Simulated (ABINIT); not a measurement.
# Be3Hg: relaxation of cell and atoms with PBE

Crystal: Be3Hg.

```
Be Hg
1.0
     0.00000    2.92741    2.92741
     2.92741    0.00000    2.92741
     2.92741    2.92741    0.00000
Be Hg
3 1
Direct
  0.25000 0.25000 0.25000
  0.75000 0.75000 0.75000
  0.50000 0.50000 0.50000
  0.00000 0.00000 0.00000
```

The cell was built by a generator and needn't be a form met in nature.

```
Program                                         : ABINIT 10.8.3 (patched build)
Task                                            : relaxation of cell and atoms
Functional                                      : PBE
Potentials or basis                             : JTH PAW PBE v2.0
Cutoff                                          : 544 eV
k mesh                                          : 8 × 8 × 8
Occupations                                     : fermi-dirac, width 0.05 eV
Spin                                            : no spin polarisation
Cell freedom (optcell)                          : 1
Cutoff smearing ecutsm (Ha)                     : 0.5
Optimiser (ionmov)                              : 2
Force stop (Ha/bohr)                            : 0.0002
Fine-grid cutoff                                : 1088.46 eV
Exchange and correlation inside the PAW spheres : full angular mesh (pawxcdev 0, this build's default; the released program takes 1)
```

* Relaxed volume: 11.72 Å³/atom
* Relaxed cell: a = 4.047 Å, b = 4.047 Å, c = 4.047 Å, α = 60.00°, β = 60.00°, γ = 60.00°
* Space group after relaxing (to 0.05 Å): Fm-3m (No. 225)
* Energy gained by relaxing: 17.2 meV/atom
* Ionic steps: 4
* Pressure after relaxing: 0.0 GPa
* Band gap on the k mesh: none (metal or under the smearing width)
* Valence electrons inside the program's atomic spheres: Be 2.50, 2.47; Hg 10.14

Step by step:
| step | energy change (eV) | largest force (eV/Å) | pressure (GPa) | volume (Å³) |
| --- | --- | --- | --- | --- |
| 1 | 0.0000 | 0.0000 | -6.28 | 50.17 |
| 2 | -0.0328 | 0.0000 | -4.70 | 49.22 |
| 3 | -0.0682 | 0.0000 | 0.53 | 46.63 |
| 4 | -0.0686 | 0.0000 | -0.04 | 46.87 |

Final structure:
```cif
data_structure
_symmetry_space_group_name_H-M 'P 1'
_symmetry_Int_Tables_number 1
_cell_length_a 4.0472
_cell_length_b 4.0472
_cell_length_c 4.0472
_cell_angle_alpha 60.000
_cell_angle_beta 60.000
_cell_angle_gamma 60.000
_cell_volume 46.87
loop_
_atom_site_label
_atom_site_type_symbol
_atom_site_fract_x
_atom_site_fract_y
_atom_site_fract_z
_atom_site_occupancy
Be1 Be 0.25000 0.25000 0.25000 1
Be2 Be 0.75000 0.75000 0.75000 1
Be3 Be 0.50000 0.50000 0.50000 1
Hg1 Hg 0.00000 0.00000 0.00000 1
```

Levels at points of the mesh, in eV from the Fermi level:
```tsv
k point	band 9	band 10	band 11	band 12	band 13	band 14	band 15	band 16
(0.00, 0.00, 0.00)	-9.02	0.41	0.41	0.41	2.04	2.04	2.04	3.33
(0.50, 0.00, 0.00)	-8.06	-7.98	-0.59	-0.59	0.40	0.40	1.90	3.17
(0.50, 0.50, 0.00)	-7.15	-7.00	-4.40	-4.40	-0.74	1.09	6.98	6.98
```

It took 4.1 min on 1 thread of Arm Neoverse V2, with other jobs on the host, peak memory 0.18 GiB.

The run has no spin-orbit coupling, so splittings on Hg are missing.
